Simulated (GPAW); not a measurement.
NbSi:

```
Nb Si
1.0
     3.15644    0.00000    0.00000
     0.00000    3.15644    0.00000
     0.00000    0.00000    3.15644
Nb Si
1 1
Direct
  0.00000 0.00000 0.00000
  0.50000 0.50000 0.50000
```

The cell was built by a generator and needn't be a form met in nature.

Base run:

| Property | Result |
| --- | --- |
| Program | GPAW 26.7.0 |
| Functional | PBE |
| Potentials or basis | GPAW PAW data sets (gpaw-data 1.2.1) |
| Cutoff | 600 eV |
| Basis | pw |
| k mesh | 8 × 8 × 8 |
| Occupations | fermi-dirac, width 0.05 eV |
| Spin | no spin polarisation |

Its results: pressure -0.3 GPa.

Q: The run is repeated on the same cell with these changes: functional from PBE to TPSS. What comes out?

A: Pressure -3.0 GPa.

Caveats: the PAW data sets were made with another functional, which shifts forces and pressure a little (some runs).

Not every run made on this cell is shown here.
